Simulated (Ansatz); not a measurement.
# CH8N2OSeSi: the cost of one run

Method: RHF/def2-SVP, in Ansatz 0.2.0.

### Step 1. The system as given

Bond lengths: N1–Si2 1.781 Å, Si2–N3 1.762 Å, Si2–O4 1.745 Å, O4–C5 1.458 Å, C5–Se6 1.935 Å, N1–H7 1.001 Å, N1–H8 1.075 Å, Si2–H9 1.518 Å, N3–H10 1.072 Å, N3–H11 1.015 Å, C5–H12 1.145 Å, C5–H13 1.130 Å, Se6–H14 1.507 Å. Angles (14 of 20 angles, heavy atoms first): N1–Si2–N3 106.7°, N1–Si2–O4 113.9°, N3–Si2–O4 106.6°, Si2–O4–C5 108.0°, O4–C5–Se6 113.3°, N1–Si2–H9 110.3°, N3–Si2–H9 108.7°, O4–Si2–H9 110.4°, Si2–N1–H7 108.2°, Si2–N1–H8 102.6°, Si2–N3–H10 107.6°, Si2–N3–H11 108.9°, O4–C5–H12 113.1°, O4–C5–H13 109.2°.

Structure file:

```xyz
14

N    -0.7117   -1.6776    0.4280
Si    0.5244   -0.4118    0.6323
N     2.0900   -1.2159    0.5568
O     0.5202    0.7917   -0.6317
C    -0.6898    1.5920   -0.4877
Se   -2.1819    0.9156   -1.5174
H    -0.5318   -2.4012    1.0953
H    -1.6140   -1.1733    0.7233
H     0.3821    0.2491    1.9914
H     2.8463   -0.4661    0.6835
H     2.2105   -1.6167   -0.3682
H    -0.9834    1.7698    0.6049
H    -0.4995    2.6289   -0.8937
H    -1.3743    0.9862   -2.7878
```

### Step 2. End point A

File input.yaml:

```yaml
crystal:
  periodic: [false, false, false]
  atoms:
    - { symbol: "N", position_ang: [-0.7117, -1.6776, 0.428] }
    - { symbol: Si, position_ang: [0.5244, -0.4118, 0.6323] }
    - { symbol: "N", position_ang: [2.09, -1.2159, 0.5568] }
    - { symbol: O, position_ang: [0.5202, 0.7917, -0.6317] }
    - { symbol: C, position_ang: [-0.6898, 1.592, -0.4877] }
    - { symbol: Se, position_ang: [-2.1819, 0.9156, -1.5174] }
    - { symbol: H, position_ang: [-0.5318, -2.4012, 1.0953] }
    - { symbol: H, position_ang: [-1.614, -1.1733, 0.7233] }
    - { symbol: H, position_ang: [0.3821, 0.2491, 1.9914] }
    - { symbol: H, position_ang: [2.8463, -0.4661, 0.6835] }
    - { symbol: H, position_ang: [2.2105, -1.6167, -0.3682] }
    - { symbol: H, position_ang: [-0.9834, 1.7698, 0.6049] }
    - { symbol: H, position_ang: [-0.4995, 2.6289, -0.8937] }
    - { symbol: H, position_ang: [-1.3743, 0.9862, -2.7878] }
basis:
  gaussian: { orbitals: def2-SVP }
hamiltonian:
  xc: hf
relax:
  f_tol: 0.02
  max_steps: 50
```

Command:

```console
$ ansatz run input.yaml --threads 2 --pin off --max-ram 3072MiB --backend cpu --events-out ev --progress --plain --runs-dir out
```

**Question.** How long does this run take on 2 threads of Intel Xeon Platinum 8259CL at 2.50GHz (Skylake/Cascade Lake), shared host, and how much memory does it need?

About 88 s, with a peak of 0.47 GiB.
